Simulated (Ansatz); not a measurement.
**C6H7F5O2Ti: one molecule under many settings**

How do the results and run time of C6H7F5O2Ti respond when the settings are drawn wide?

Method: the settings change from run to run; program: Ansatz 0.2.0, Gaussian basis.

## Step 1: The molecule

The geometry comes from an earlier relaxation with PBE0-D4 in a triple-zeta def2 set; it is a stationary point, not always the lowest conformer.

SMILES `CC1=CC(C(F)(F)F)=[O+][Ti-]([CH3])([F])([F])[O]1`, 21 atoms, charge 0, spin multiplicity 1.

Atoms are counted from 1 here; the program's logs count them from 0.

Bond lengths: C1–C2 1.490 Å, C1–H15 1.088 Å, C1–H16 1.093 Å, C1–H17 1.092 Å, C2–C3 1.396 Å, C2–O14 1.271 Å, C3–C4 1.384 Å, C3–H18 1.078 Å, C4–C5 1.534 Å, C4–O9 1.255 Å, C5–F6 1.330 Å, C5–F7 1.331 Å, C5–F8 1.334 Å, O9–Ti10 2.046 Å, Ti10–C11 2.056 Å, Ti10–F12 1.768 Å, Ti10–F13 1.754 Å, Ti10–O14 1.972 Å and more. Angles: C2–C1–H15 112.3°, C2–C1–H16 108.9°, C2–C1–H17 109.1°, H15–C1–H16 109.7°, H15–C1–H17 109.9°, H16–C1–H17 106.9°, C1–C2–C3 121.1°, C1–C2–O14 115.9°, C3–C2–O14 123.0°, C2–C3–C4 119.7°, C2–C3–H18 120.1°, C4–C3–H18 120.2°, C3–C4–C5 119.9°, C3–C4–O9 126.2°, C5–C4–O9 113.9°, C4–C5–F6 110.2°, C4–C5–F7 109.9°, C4–C5–F8 112.2° and more.

## Step 2: rPW86-PBE/def2-TZVPD

in.yaml

```yaml
crystal:
  periodic: [false, false, false]
  atoms:
    - {symbol: C, position_ang: [-1.750213, -1.907433, 1.741125]}
    - {symbol: C, position_ang: [-0.964952, -0.890566, 0.987306]}
    - {symbol: C, position_ang: [-1.517279, -0.218453, -0.104012]}
    - {symbol: C, position_ang: [-0.781411, 0.757577, -0.753396]}
    - {symbol: C, position_ang: [-1.397550, 1.524817, -1.930329]}
    - {symbol: F, position_ang: [-1.442781, 2.825323, -1.656674]}
    - {symbol: F, position_ang: [-0.656427, 1.351667, -3.022748]}
    - {symbol: F, position_ang: [-2.637291, 1.115860, -2.204138]}
    - {symbol: O, position_ang: [0.389007, 1.111882, -0.473368]}
    - {symbol: Ti, position_ang: [1.747951, 0.461685, 0.911567]}
    - {symbol: C, position_ang: [2.907940, 0.045362, -0.733958]}
    - {symbol: F, position_ang: [2.748861, -0.503119, 2.004302]}
    - {symbol: F, position_ang: [2.011561, 2.100360, 1.479274]}
    - {symbol: O, position_ang: [0.216715, -0.678670, 1.406124]}
    - {symbol: H, position_ang: [-2.741743, -2.059137, 1.319377]}
    - {symbol: H, position_ang: [-1.838768, -1.586132, 2.782000]}
    - {symbol: H, position_ang: [-1.200342, -2.851448, 1.746461]}
    - {symbol: H, position_ang: [-2.522947, -0.440501, -0.422977]}
    - {symbol: H, position_ang: [2.794240, 0.812406, -1.499932]}
    - {symbol: H, position_ang: [2.565366, -0.920485, -1.122429]}
    - {symbol: H, position_ang: [3.945764, -0.040390, -0.406476]}
basis:
  gaussian: {orbitals: def2-TZVPD}
hamiltonian: {xc: {name: rPW86-PBE}}
```

Started as:

```
$ ansatz run in.yaml --threads 11 --pin off --events-out ev --progress --plain --max-ram 166912MiB --backend cuda --devices 0, --max-vram 75GiB
```

What it wrote:

```text
Functional definition: rPW86-PBE
  name "rPW86-PBE"
  cite "Murray, Lee & Langreth, J. Chem. Theory Comput. 5, 2754 (2009) doi:10.1021/ct900365q"
  cite "Perdew, Burke & Ernzerhof, Phys. Rev. Lett. 77, 3865 (1996) doi:10.1103/PhysRevLett.77.3865"
  parent pbe
  exchange = rpw86_x
  correlation = pbe_c
3180 factors; their error is unknown
mean field evaluation 1: about -47173.4028 eV, gradient 1.3e2 eV
mean field evaluation 2: about -46711.8290 eV, gradient 5.4e2 eV
mean field evaluation 4: about -46982.6066 eV, gradient 3.4e2 eV
mean field evaluation 8: about -47204.9524 eV, gradient 7.9e-1 eV
mean field -47204.95324352 eV, -1734.7500350329 hartree, gradient 2.5e-5 eV, S^2 0.000000; 0 other end points of the search recorded, 0 dependent functions left out
reference -47204.95345981 eV, -1734.7500429812 hartree; 63, 63 occupied and 550, 550 virtual orbitals, 3180 factors
Total energy: -47204.95345981 eV, -1734.7500429812 hartree
```

Wall time 3 s (1 × H100 with 11 threads of AMD EPYC 7R13, shared host).

## Step 3: B97/aug-cc-pVDZ

in.yaml: that of step 2 with these lines changed.

```diff
@@ -25,3 +25,4 @@
 basis:
-  gaussian: {orbitals: def2-TZVPD}
-hamiltonian: {xc: {name: rPW86-PBE}}
+  gaussian: {orbitals: aug-cc-pVDZ}
+hamiltonian: {xc: {name: B97}}
+output: {forces: true}
```

Launched as before.

What it wrote (excerpt; [...] marks lines left out):

```text
Functional definition: B97
  name "B97"
  cite "Becke, J. Chem. Phys. 107, 8554 (1997) doi:10.1063/1.475007"
[...]
      + integral(e_c_pw_opposite_spin*poly(b97_u_opposite, cos0, cos1, cos2))
3711 factors; their error is unknown
[...]
mean field -47128.85175740 eV, -1731.9533570015 hartree, gradient 2.1e-5 eV, S^2 0.000000; 0 other end points of the search recorded, 0 dependent functions left out
[...]
reference -47128.85182656 eV, -1731.9533595430 hartree; 63, 63 occupied and 358, 358 virtual orbitals, 3711 factors
Total energy: -47128.85182656 eV, -1731.9533595430 hartree
Atom 0 at    -1.750213    -1.907433     1.741125 Å, force    -0.113888    -0.165736     0.130529 eV/Å
Atom 1 at    -0.964952    -0.890566     0.987306 Å, force    -0.294719    -0.153305     0.003206 eV/Å
Atom 2 at    -1.517279    -0.218453    -0.104012 Å, force    -0.306743    -0.113071    -0.071500 eV/Å
[...]
Atom 11 at     2.748861    -0.503119     2.004302 Å, force     0.332850    -0.306579     0.362347 eV/Å
Atom 12 at     2.011561     2.100360     1.479274 Å, force     0.101301     0.554407     0.205956 eV/Å
Atom 13 at     0.216715    -0.678670     1.406124 Å, force     0.520170    -0.048786     0.360543 eV/Å
Atom 14 at    -2.741743    -2.059137     1.319377 Å, force    -0.250951    -0.044874    -0.098452 eV/Å
Atom 15 at    -1.838768    -1.586132     2.782000 Å, force    -0.036631     0.069038     0.264381 eV/Å
Atom 16 at    -1.200342    -2.851448     1.746461 Å, force     0.121232    -0.246782     0.005104 eV/Å
Atom 17 at    -2.522947    -0.440501    -0.422977 Å, force    -0.262471    -0.062535    -0.079755 eV/Å
Atom 18 at     2.794240     0.812406    -1.499932 Å, force    -0.015136     0.203059    -0.213367 eV/Å
Atom 19 at     2.565366    -0.920485    -1.122429 Å, force    -0.083162    -0.255699    -0.097497 eV/Å
Atom 20 at     3.945764    -0.040390    -0.406476 Å, force     0.274059    -0.021699     0.076668 eV/Å
Dipole moment:    -0.794172    -0.646553    -0.025470 e Å
```

It took 3.9 s on 1 × H100 with 11 threads of AMD EPYC 7R13, shared host.

Largest force 0.878 eV/Å, dipole 4.92 D.

## Step 4: CCSDT/STO-3G

in.yaml: that of step 3 with these lines changed.

```diff
@@ -25,4 +25,4 @@
 basis:
-  gaussian: {orbitals: aug-cc-pVDZ}
-hamiltonian: {xc: {name: B97}}
-output: {forces: true}
+  gaussian: {orbitals: STO-3G}
+hamiltonian: {xc: {name: HF}}
+correlation: {method: ccsdt}
```

Started as:

```
$ ansatz run in.yaml --threads 11 --pin off --events-out ev --progress --plain --max-ram 166912MiB --backend cpu
```

What it wrote (excerpt; [...] marks lines left out):

```text
Functional definition: HF
  name "HF"
  cite "Fock, Z. Phys. 61, 126 (1930) doi:10.1007/BF01340294"
  parent pbe
[...]
2109 factors; integrals over basis functions are off by at most 9.1e-8 eV
[...]
mean field -46437.40650808 eV, -1706.5432127672 hartree, gradient 2.1e-6 eV, S^2 0.000000; 0 other end points of the search recorded, 0 dependent functions left out
18 core orbitals not correlated: weight in the atoms' cores, before any rotation towards them, 1.000 or more for the frozen orbitals, at most 0.000 for the correlated occupied ones
reference -46437.40650808 eV, -1706.5432127672 hartree; 45, 45 occupied and 27, 27 virtual orbitals, 2109 factors
second order -17.14772120 eV of doubles, -0.00000000 eV of singles
cycle   1  -18.10875643 eV  change   -9.6e-1 eV  update   2.4e-1
[...]
cycle  18  -20.80140296 eV  change    2.9e-6 eV  update   3.7e-6
Total energy: -46458.20791104 eV, -1707.3076502263 hartree
```

Wall time 8.1 min (11 threads of AMD EPYC 7R13, shared host); peak memory 15 GiB.

T1 0.017.

## Step 5: CAM-B3LYP/x2c-TZVPPall

Options: D3(BJ) dispersion, high accuracy.

in.yaml: that of step 4 with these lines changed.

```diff
@@ -25,4 +25,5 @@
 basis:
-  gaussian: {orbitals: STO-3G}
-hamiltonian: {xc: {name: HF}}
-correlation: {method: ccsdt}
+  gaussian: {orbitals: x2c-TZVPPall}
+hamiltonian: {xc: {name: CAM-B3LYP}, dispersion: d3bj}
+accuracy: high
+output: {forces: true}
```

Started as:

```
$ ansatz run in.yaml --threads 11 --pin off --events-out ev --progress --plain --max-ram 166912MiB --backend cuda --devices 0, --max-vram 75GiB
```

What it wrote (excerpt; [...] marks lines left out):

```text
Functional definition: CAM-B3LYP
  name "CAM-B3LYP"
  cite "Yanai, Tew & Handy, Chem. Phys. Lett. 393, 51 (2004) doi:10.1016/j.cplett.2004.06.011"
  cite "Iikura, Tsuneda, Yanai & Hirao, J. Chem. Phys. 115, 3540 (2001) doi:10.1063/1.1383587"
  cite "Becke, Phys. Rev. A 38, 3098 (1988) doi:10.1103/PhysRevA.38.3098"
  cite "Lee, Yang & Parr, Phys. Rev. B 37, 785 (1988) doi:10.1103/PhysRevB.37.785"
  cite "Vosko, Wilk & Nusair, Can. J. Phys. 58, 1200 (1980) doi:10.1139/p80-159"
[...]
  # Exact exchange under (alpha + beta erf(omega r))/r, Becke's under what is left of 1/r.
[...]
10259 factors; integrals over basis functions are off by at most 2.1e-7 eV
1052 factors; integrals over basis functions are off by at most 2.1e-9 eV
[...]
Atom 11 at     2.748861    -0.503119     2.004302 Å, force     0.008659     0.005711     0.013567 eV/Å
Atom 12 at     2.011561     2.100360     1.479274 Å, force     0.020927     0.020990    -0.001605 eV/Å
Atom 13 at     0.216715    -0.678670     1.406124 Å, force    -0.018976     0.010855    -0.042802 eV/Å
Atom 14 at    -2.741743    -2.059137     1.319377 Å, force     0.085694     0.010954     0.038925 eV/Å
Atom 15 at    -1.838768    -1.586132     2.782000 Å, force     0.005859    -0.022444    -0.100545 eV/Å
Atom 16 at    -1.200342    -2.851448     1.746461 Å, force    -0.051436     0.088524    -0.008983 eV/Å
Atom 17 at    -2.522947    -0.440501    -0.422977 Å, force     0.106137     0.024097     0.031357 eV/Å
Atom 18 at     2.794240     0.812406    -1.499932 Å, force     0.018247    -0.087223     0.074721 eV/Å
Atom 19 at     2.565366    -0.920485    -1.122429 Å, force     0.040053     0.094281     0.032932 eV/Å
Atom 20 at     3.945764    -0.040390    -0.406476 Å, force    -0.103241     0.003518    -0.056975 eV/Å
Dipole moment:    -0.824800    -0.662367    -0.034285 e Å
```

Run time: 14 s. Hardware: 1 × H100 with 11 threads of AMD EPYC 7R13, shared host; peak host memory 2.8 GiB.

Largest force 0.144 eV/Å, dipole 5.08 D.

## Step 6: B97/STO-3G

in.yaml: that of step 5 with these lines changed.

```diff
@@ -25,5 +25,4 @@
 basis:
-  gaussian: {orbitals: x2c-TZVPPall}
-hamiltonian: {xc: {name: CAM-B3LYP}, dispersion: d3bj}
-accuracy: high
+  gaussian: {orbitals: STO-3G}
+hamiltonian: {xc: {name: B97}}
 output: {forces: true}
```

Started as:

```
$ ansatz run in.yaml --threads 11 --pin off --events-out ev --progress --plain --max-ram 166912MiB --backend cpu
```

What it wrote:

```text
Functional definition: B97
  name "B97"
  cite "Becke, J. Chem. Phys. 107, 8554 (1997) doi:10.1063/1.475007"
  parameter cx = 0.1943
  parameter cx0 = 0.8094
  parameter cx1 = 0.5073
  parameter cx2 = 0.7481
  parameter css0 = 0.1737
  parameter css1 = 2.3487
  parameter css2 = -2.4868
  parameter cos0 = 0.9454
  parameter cos1 = 0.7471
  parameter cos2 = -4.5961
  exchange = spin_sum(e_x_unif_s*poly(b97_u_x, cx0, cx1, cx2)) + cx*exact_x
  correlation = spin_sum(e_c_pw_same_spin*poly(b97_u_same, css0, css1, css2))
      + integral(e_c_pw_opposite_spin*poly(b97_u_opposite, cos0, cos1, cos2))
1308 factors; integrals over basis functions are off by at most 1.1e-4 eV
mean field evaluation 1: about -46557.0900 eV, gradient 4.5e1 eV
mean field evaluation 2: about -46547.5150 eV, gradient 8.0e1 eV
mean field evaluation 4: about -46563.0435 eV, gradient 3.4e0 eV
mean field evaluation 8: about -46562.9717 eV, gradient 4.4e-1 eV
mean field evaluation 16: about -46562.9724 eV, gradient 1.4e-4 eV
mean field -46562.97242695 eV, -1711.1576751743 hartree, gradient 5.0e-5 eV, S^2 0.000000; 0 other end points of the search recorded, 0 dependent functions left out
the calculation of the forces begins
reference -46562.97244759 eV, -1711.1576759328 hartree; 63, 63 occupied and 27, 27 virtual orbitals, 1308 factors
Total energy: -46562.97244759 eV, -1711.1576759328 hartree
Atom 0 at    -1.750213    -1.907433     1.741125 Å, force    -0.762642    -1.166561     0.973965 eV/Å
Atom 1 at    -0.964952    -0.890566     0.987306 Å, force    -1.801014     0.373850    -1.435155 eV/Å
Atom 2 at    -1.517279    -0.218453    -0.104012 Å, force    -1.208193    -0.781743     0.159385 eV/Å
Atom 3 at    -0.781411     0.757577    -0.753396 Å, force    -1.719990    -1.185700     0.285182 eV/Å
Atom 4 at    -1.397550     1.524817    -1.930329 Å, force    -0.122805    -0.787865     0.622629 eV/Å
Atom 5 at    -1.442781     2.825323    -1.656674 Å, force    -0.042559     4.514714     1.165008 eV/Å
Atom 6 at    -0.656427     1.351667    -3.022748 Å, force     2.697023    -0.703186    -3.613115 eV/Å
Atom 7 at    -2.637291     1.115860    -2.204138 Å, force    -4.000084    -1.493386    -0.676916 eV/Å
Atom 8 at     0.389007     1.111882    -0.473368 Å, force     4.945986     1.159760     1.779750 eV/Å
Atom 9 at     1.747951     0.461685     0.911567 Å, force    -0.593200     0.241652     2.205965 eV/Å
Atom 10 at     2.907940     0.045362    -0.733958 Å, force    -0.003344    -0.001590     0.053794 eV/Å
Atom 11 at     2.748861    -0.503119     2.004302 Å, force    -1.365902     1.376417    -1.152112 eV/Å
Atom 12 at     2.011561     2.100360     1.479274 Å, force    -0.328789    -1.876408    -0.547616 eV/Å
Atom 13 at     0.216715    -0.678670     1.406124 Å, force     4.496053     1.126424     1.337023 eV/Å
Atom 14 at    -2.741743    -2.059137     1.319377 Å, force    -0.404352    -0.070814    -0.174741 eV/Å
Atom 15 at    -1.838768    -1.586132     2.782000 Å, force    -0.177356     0.064484     0.468113 eV/Å
Atom 16 at    -1.200342    -2.851448     1.746461 Å, force     0.106647    -0.497375     0.003348 eV/Å
Atom 17 at    -2.522947    -0.440501    -0.422977 Å, force    -0.596692    -0.081689    -0.260382 eV/Å
Atom 18 at     2.794240     0.812406    -1.499932 Å, force     0.272425     0.049067    -0.446585 eV/Å
Atom 19 at     2.565366    -0.920485    -1.122429 Å, force     0.199031    -0.192642    -0.360647 eV/Å
Atom 20 at     3.945764    -0.040390    -0.406476 Å, force     0.409758    -0.067409    -0.386894 eV/Å
Dipole moment:    -0.676095    -0.249106     0.211403 e Å
```

It took 2.6 s on 11 threads of AMD EPYC 7R13, shared host.

Largest force 5.383 eV/Å, dipole 3.61 D.

## Step 7: PBEsol/def2-TZVP

Set apart from the defaults: a point charge of 2.00 e beside it, relativity set to none.

in.yaml: that of step 6 with these lines changed.

```diff
@@ -25,4 +25,4 @@
 basis:
-  gaussian: {orbitals: STO-3G}
-hamiltonian: {xc: {name: B97}}
+  gaussian: {orbitals: def2-TZVP, point_charges: [{charge: 2.00, position_ang: [8.720, -0.883, 0.754]}]}
+hamiltonian: {xc: {name: PBEsol}, pseudopotentials: {relativity: none}}
 output: {forces: true}
```

Started as:

```
$ ansatz run in.yaml --threads 11 --pin off --events-out ev --progress --plain --max-ram 166912MiB --backend cuda --devices 0, --max-vram 75GiB
```

What it wrote (excerpt; [...] marks lines left out):

```text
Functional definition: PBEsol
  name "PBEsol"
  cite "Perdew et al., Phys. Rev. Lett. 100, 136406 (2008) doi:10.1103/PhysRevLett.100.136406"
  cite "Perdew, Burke & Ernzerhof, Phys. Rev. Lett. 77, 3865 (1996) doi:10.1103/PhysRevLett.77.3865"
  parent pbesol
[...]
2883 factors; their error is unknown
[...]
mean field -47010.60302857 eV, -1727.6077963688 hartree, gradient 2.4e-5 eV, S^2 0.000000; 0 other end points of the search recorded, 0 dependent functions left out
[...]
reference -47010.60309376 eV, -1727.6077987643 hartree; 63, 63 occupied and 427, 427 virtual orbitals, 2883 factors
Total energy: -47010.60309376 eV, -1727.6077987643 hartree
Atom 0 at    -1.750213    -1.907433     1.741125 Å, force     0.173485     0.261194    -0.207183 eV/Å
Atom 1 at    -0.964952    -0.890566     0.987306 Å, force    -0.901809    -0.319715    -0.124765 eV/Å
[...]
Atom 11 at     2.748861    -0.503119     2.004302 Å, force     0.538318    -0.303120     0.278359 eV/Å
Atom 12 at     2.011561     2.100360     1.479274 Å, force     0.144372     0.009052     0.042768 eV/Å
Atom 13 at     0.216715    -0.678670     1.406124 Å, force     1.221325     0.329446     0.265358 eV/Å
Atom 14 at    -2.741743    -2.059137     1.319377 Å, force    -0.297167    -0.043613    -0.123129 eV/Å
Atom 15 at    -1.838768    -1.586132     2.782000 Å, force    -0.040014     0.076949     0.342793 eV/Å
Atom 16 at    -1.200342    -2.851448     1.746461 Å, force     0.154952    -0.312322     0.028857 eV/Å
Atom 17 at    -2.522947    -0.440501    -0.422977 Å, force    -0.387680    -0.064981    -0.127047 eV/Å
Atom 18 at     2.794240     0.812406    -1.499932 Å, force    -0.018056     0.220047    -0.248765 eV/Å
Atom 19 at     2.565366    -0.920485    -1.122429 Å, force    -0.079439    -0.259686    -0.134939 eV/Å
Atom 20 at     3.945764    -0.040390    -0.406476 Å, force     0.447444    -0.035263     0.094083 eV/Å
Dipole moment:    -1.441052    -0.579083    -0.041286 e Å
```

Run time: 2.5 s. Hardware: 1 × H100 with 11 threads of AMD EPYC 7R13, shared host.

Largest force 1.466 eV/Å, dipole 7.46 D.

## Step 8: revPBE/6-31G*

This run has multiplicity 3, D3(BJ) dispersion.

in.yaml: that of step 7 with these lines changed.

```diff
@@ -25,4 +25,5 @@
 basis:
-  gaussian: {orbitals: def2-TZVP, point_charges: [{charge: 2.00, position_ang: [8.720, -0.883, 0.754]}]}
-hamiltonian: {xc: {name: PBEsol}, pseudopotentials: {relativity: none}}
+  gaussian: {orbitals: "6-31G*"}
+magnetization: {spin_polarized: true, initial_magnetization: 2}
+hamiltonian: {xc: {name: revPBE}, dispersion: d3bj}
 output: {forces: true}
```

Started as:

```
$ ansatz run in.yaml --threads 11 --pin off --events-out ev --progress --plain --max-ram 166912MiB --backend cpu
```

What it wrote (excerpt; [...] marks lines left out):

```text
Functional definition: revPBE
  name "revPBE"
  cite "Zhang & Yang, Phys. Rev. Lett. 80, 890 (1998) doi:10.1103/PhysRevLett.80.890"
  cite "Perdew, Burke & Ernzerhof, Phys. Rev. Lett. 77, 3865 (1996) doi:10.1103/PhysRevLett.77.3865"
[...]
2602 factors; their error is unknown
[...]
mean field -47120.45091571 eV, -1731.6446317635 hartree, gradient 2.4e-6 eV, S^2 2.003315; 8 other end points of the search recorded, 0 dependent functions left out
[...]
reference -47120.45101410 eV, -1731.6446353792 hartree; 64, 62 occupied and 181, 183 virtual orbitals, 2602 factors
Total energy: -47121.85479057 eV, -1731.6962232131 hartree
Atom 0 at    -1.750213    -1.907433     1.741125 Å, force     0.069037    -0.092776    -0.043977 eV/Å
Atom 1 at    -0.964952    -0.890566     0.987306 Å, force    -1.821290    -1.375710     0.716354 eV/Å
[...]
Atom 11 at     2.748861    -0.503119     2.004302 Å, force     0.239304    -0.144500     0.220467 eV/Å
Atom 12 at     2.011561     2.100360     1.479274 Å, force     0.111195     0.262621     0.236668 eV/Å
Atom 13 at     0.216715    -0.678670     1.406124 Å, force     2.136450     0.087097     1.127617 eV/Å
Atom 14 at    -2.741743    -2.059137     1.319377 Å, force    -0.397807    -0.110751    -0.116794 eV/Å
Atom 15 at    -1.838768    -1.586132     2.782000 Å, force    -0.114305     0.045487     0.458234 eV/Å
Atom 16 at    -1.200342    -2.851448     1.746461 Å, force     0.116439    -0.477890     0.074567 eV/Å
Atom 17 at    -2.522947    -0.440501    -0.422977 Å, force    -0.422331    -0.048514    -0.118844 eV/Å
Atom 18 at     2.794240     0.812406    -1.499932 Å, force    -0.027761     0.264057    -0.266410 eV/Å
Atom 19 at     2.565366    -0.920485    -1.122429 Å, force    -0.120646    -0.310529    -0.135995 eV/Å
Atom 20 at     3.945764    -0.040390    -0.406476 Å, force     0.371513    -0.005838     0.224187 eV/Å
Dipole moment:    -0.688011    -0.542179    -0.053918 e Å
```

It took 18 s on 11 threads of AMD EPYC 7R13, shared host.

Largest force 3.907 eV/Å, dipole 4.22 D, ⟨S²⟩ 2.003.

## Step 9: PBEsol/def2-TZVP

in.yaml: that of step 8 with these lines changed.

```diff
@@ -25,5 +25,3 @@
 basis:
-  gaussian: {orbitals: "6-31G*"}
-magnetization: {spin_polarized: true, initial_magnetization: 2}
-hamiltonian: {xc: {name: revPBE}, dispersion: d3bj}
-output: {forces: true}
+  gaussian: {orbitals: def2-TZVP}
+hamiltonian: {xc: {name: PBEsol}}
```

Started as:

```
$ ansatz run in.yaml --threads 11 --pin off --events-out ev --progress --plain --max-ram 166912MiB --backend cuda --devices 0, --max-vram 75GiB
```

What it wrote:

```text
Functional definition: PBEsol
  name "PBEsol"
  cite "Perdew et al., Phys. Rev. Lett. 100, 136406 (2008) doi:10.1103/PhysRevLett.100.136406"
  cite "Perdew, Burke & Ernzerhof, Phys. Rev. Lett. 77, 3865 (1996) doi:10.1103/PhysRevLett.77.3865"
  parent pbesol
  exchange = pbesol_x
  correlation = pbesol_c
2883 factors; their error is unknown
mean field evaluation 1: about -46983.9404 eV, gradient 1.2e2 eV
mean field evaluation 2: about -46595.4028 eV, gradient 5.0e2 eV
mean field evaluation 4: about -46832.1353 eV, gradient 3.1e2 eV
mean field evaluation 8: about -47010.1878 eV, gradient 6.5e-1 eV
mean field -47010.18836755 eV, -1727.5925578573 hartree, gradient 1.8e-5 eV, S^2 0.000000; 0 other end points of the search recorded, 0 dependent functions left out
reference -47010.18843276 eV, -1727.5925602536 hartree; 63, 63 occupied and 427, 427 virtual orbitals, 2883 factors
Total energy: -47010.18843276 eV, -1727.5925602536 hartree
```

It took 2.3 s on 1 × H100 with 11 threads of AMD EPYC 7R13, shared host.

## Step 10: The runs in one table

```csv
level,charge,multiplicity,geometry,functions,energy (eV),time
rPW86-PBE/def2-TZVPD,0,1,relaxed,613,-47204.953,3 s
B97/aug-cc-pVDZ,0,1,relaxed,421,-47128.852,3.9 s
CCSDT/STO-3G,0,1,relaxed,90,-46458.208,8.1 min
CAM-B3LYP/x2c-TZVPPall,0,1,relaxed,565,-47276.402,14 s
B97/STO-3G,0,1,relaxed,90,-46562.972,2.6 s
PBEsol/def2-TZVP,0,1,"relaxed, point charge",490,-47010.603,2.5 s
revPBE/6-31G*,0,3,relaxed,245,-47121.855,18 s
PBEsol/def2-TZVP,0,1,relaxed,490,-47010.188,2.3 s
```

## Step 11: Results

| quantity | value |
| --- | --- |
| runs | 8 |
| quickest | PBEsol/def2-TZVP, 2.3 s |
| slowest | CCSDT/STO-3G, 8.1 min |
| spread of total energies, same state and geometry | 818.2 eV |
| dipole, same state and geometry | 3.61 to 5.08 D |

**Reading.** Run time spans a factor of 216, from PBEsol/def2-TZVP to CCSDT/STO-3G. The jobs differ in tasks and options as well as level. The totals spread over 818 eV; they can't be compared across methods or bases. Some of these runs are scalar-relativistic and others not, which shifts the totals of all-electron atoms past neon by eV; core potentials, where a basis has them, take the core out of the total altogether. At the PBE0-D4/def2-TZVP geometry and in the same state, runs without warnings or point charges leave forces up to 5.38 eV/Å (B97/STO-3G). At that geometry and state the dipole changes by 41 % between the lowest and highest value.
